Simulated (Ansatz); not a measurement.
**BH₄NO₂ + HF: a complex and its separated parts**

The complex below is one end of an elementary step. How strongly is it bound against its free parts?

Computed with Ansatz 0.2.0, Gaussian basis. Level: PBE0-D4/def2-TZVP structures, single points in def2-TZVPP, no counterpoise correction.

Levels: SPW92, PBE-D4, BLYP-D4, r2SCAN-D4, B97M-V, PBE0-D4, B3LYP-D4, r2SCAN0-D4, BHLYP-D4, CAM-B3LYP-D4, wB97X-V, wB97M-V, B2PLYP, PBE-QIDH, RPA on PBE, Hartree-Fock, MP2, CCSD, CCSD(T).

Correlated methods freeze the cores. B3LYP uses VWN-RPA correlation. B2PLYP carries no dispersion term here.

94 further runs of the same task are left out: 94 set aside as unsound or not needed. Runs told in other sessions of the task aren't counted.

## 1. Starting geometry

The complex: 10 atoms, charge 0, spin multiplicity 1.

Atoms are counted from 1 here; the program's logs count them from 0.

Bond lengths: B1–N2 1.451 Å, B1–O3 1.361 Å, B1–O4 1.363 Å, N2–H7 1.010 Å, N2–H8 1.009 Å, O3–H9 0.960 Å, O4–H10 0.962 Å, H5–F6 0.957 Å. Angles: N2–B1–O3 118.0°, N2–B1–O4 121.7°, O3–B1–O4 120.3°, B1–N2–H7 116.8°, B1–N2–H8 115.7°, H7–N2–H8 110.4°, B1–O3–H9 111.9°, B1–O4–H10 113.6°.

Coordinates:

```xyz
10
BFH5NO2
B    -0.37665    0.26183   -0.54466
N     0.95453   -0.22695   -0.23736
O    -0.93050   -0.09953   -1.73403
O    -1.08391    1.01997    0.34066
H     0.64494   -0.88217    1.30886
F     0.37918   -0.88940    2.22798
H     1.60476    0.43776    0.15755
H     1.40062   -0.76666   -0.96419
H    -1.85343    0.15987   -1.79295
H    -0.73966    0.98538    1.23825
```

Its parts: BH₄NO₂ holds atoms 1, 2, 3, 4, 7, 8, 9, 10; HF holds atoms 5, 6. Each part counts its atoms afresh in its own runs.

## 2. Relaxing BH₄NO₂ alone

File relax-a/in.yaml:

```yaml
crystal:
  periodic: [false, false, false]
  atoms:
    - {symbol: B, position_ang: [-0.376645, 0.261831, -0.544664]}
    - {symbol: N, position_ang: [0.954531, -0.226949, -0.237364]}
    - {symbol: O, position_ang: [-0.930503, -0.099530, -1.734026]}
    - {symbol: O, position_ang: [-1.083909, 1.019969, 0.340656]}
    - {symbol: H, position_ang: [1.604760, 0.437764, 0.157547]}
    - {symbol: H, position_ang: [1.400621, -0.766661, -0.964187]}
    - {symbol: H, position_ang: [-1.853428, 0.159865, -1.792950]}
    - {symbol: H, position_ang: [-0.739656, 0.985385, 1.238246]}
basis:
  gaussian: {orbitals: def2-TZVP}
hamiltonian: {xc: pbe0, dispersion: d4}
relax: {f_tol: 0.005, max_steps: 200}
```

Command:

```console
ansatz run in.yaml --threads 4 --pin off --events-out ev --progress --plain --max-ram 9574MiB
```

After this run come: Relaxing HF alone; SPW92/def2-TZVPP; PBE-D4/def2-TZVPP; BLYP-D4/def2-TZVPP; r2SCAN-D4/def2-TZVPP; B97M-V/def2-TZVPP; PBE0-D4/def2-TZVPP; B3LYP-D4/def2-TZVPP; r2SCAN0-D4/def2-TZVPP; BHLYP-D4/def2-TZVPP; CAM-B3LYP-D4/def2-TZVPP; wB97X-V/def2-TZVPP; wB97M-V/def2-TZVPP; B2PLYP/def2-TZVPP; PBE-QIDH/def2-TZVPP; RPA on PBE/def2-TZVPP; CCSD(T)/def2-TZVPP; Vibrations of BH₄NO₂; Vibrations of HF.

**Question.** What will these runs give? Wanted: complex less parts, CCSD(T)/def2-TZVPP; with zero-point energy; largest T1 diagnostic.

**Answer**, as computed:

```
                              quantity         value
complex less parts, CCSD(T)/def2-TZVPP  -35.0 kJ/mol
                with zero-point energy  -23.4 kJ/mol
                 largest T1 diagnostic         0.011
```

**Reading.** At CCSD(T) the complex lies 35.0 kJ/mol below its parts. The functionals run from B2PLYP, off by -0.5 kJ/mol, to SPW92, off by -32.3 kJ/mol, against CCSD(T). Mean unsigned error by rung: LDA 32.3, GGA 10.2, meta-GGA 6.3, hybrid 4.5, range-separated hybrid 5.1, double hybrid 1.1 kJ/mol. The double hybrids carry no dispersion term here, unlike the levels marked D4 or V. PBE-D4 gives a relative energy 12.4 kJ/mol too low, outside chemical accuracy (1 kcal/mol, 4.2 kJ/mol). No counterpoise was applied, and triple zeta lacks some correlation, so the CCSD(T) reference has a basis error of its own, and close matches with it are partly luck.
